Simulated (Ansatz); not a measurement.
# H5N3OW: small, medium and large basis sets

How large a basis does H5N3OW need? Two functionals are run in growing sets.

Method: one geometry, several basis sets; program: Ansatz 0.2.0, Gaussian basis.

Plan: PBE0-D4/def2-SVP; ωB97M-V/def2-SVP; PBE0-D4/def2-QZVPP; ωB97M-V/def2-QZVPP; the functionals' def2-TZVPP values are taken from earlier runs.

### Step 1. The relaxed structure

The geometry comes from an earlier relaxation with PBE0-D4 in a triple-zeta def2 set; it is a stationary point, not always the lowest conformer. W takes the def2 core potential; no spin-orbit term is included.

10 atoms, charge 0, spin multiplicity 1.

Atoms are counted from 1 here; the program's logs count them from 0.

Bond lengths: N1–W2 1.753 Å, N1–H6 1.007 Å, W2–N3 1.755 Å, W2–N4 1.951 Å, W2–O5 1.912 Å, N3–H7 1.007 Å, N4–H8 1.007 Å, N4–H9 1.007 Å, O5–H10 0.959 Å. Angles: W2–N1–H6 158.5°, N1–W2–N3 114.9°, N1–W2–N4 106.9°, N1–W2–O5 107.7°, N3–W2–N4 106.6°, N3–W2–O5 109.0°, N4–W2–O5 111.9°, W2–N3–H7 155.6°, W2–N4–H8 123.4°, W2–N4–H9 123.3°, H8–N4–H9 111.5°, W2–O5–H10 119.2°.

### Step 2. PBE0-D4 in def2-SVP

in.yaml reads:

```yaml
crystal:
  periodic: [false, false, false]
  atoms:
    - {symbol: N, position_ang: [-1.341173, 0.328690, -1.244409]}
    - {symbol: W, position_ang: [0.043807, 0.181559, -0.180036]}
    - {symbol: N, position_ang: [1.253528, -0.979832, -0.696693]}
    - {symbol: N, position_ang: [-0.628385, -0.444046, 1.541689]}
    - {symbol: O, position_ang: [0.856719, 1.906715, -0.043562]}
    - {symbol: H, position_ang: [-1.930877, 0.160997, -2.042765]}
    - {symbol: H, position_ang: [1.656535, -1.677671, -1.301385]}
    - {symbol: H, position_ang: [-0.131869, -1.096957, 2.126559]}
    - {symbol: H, position_ang: [-1.590154, -0.350548, 1.826733]}
    - {symbol: H, position_ang: [1.811869, 1.971073, 0.013868]}
basis:
  gaussian: {orbitals: def2-SVP}
hamiltonian: {xc: pbe0, dispersion: d4}
output: {orbitals: {seedname: orbitals}}
```

Started as:

```console
ansatz run in.yaml --threads 4 --pin off --events-out ev --progress --plain --max-ram 10444MiB
```

After this run come: ωB97M-V in def2-SVP; PBE0-D4 in def2-QZVPP; ωB97M-V in def2-QZVPP.

Before running them: what should the planned runs give, taken together? Wanted: PBE0-D4: double and triple zeta above quadruple; ωB97M-V: double and triple zeta above quadruple.

**Answer**, as computed:

| quantity | value |
| --- | --- |
| PBE0-D4: double and triple zeta above quadruple | 9.09, 0.42 eV |
| ωB97M-V: double and triple zeta above quadruple | 9.35, 0.39 eV |

What this shows: PBE0-D4 gains 8.67 eV from double to triple zeta, then 0.42 eV more. These are total energies; as a rule much of such shifts cancels in differences, which this series doesn't test. The LUMO of ωB97M-V is positive and keeps falling with the basis (1.71 to 0.82 eV): an unbound level that the basis holds in place.
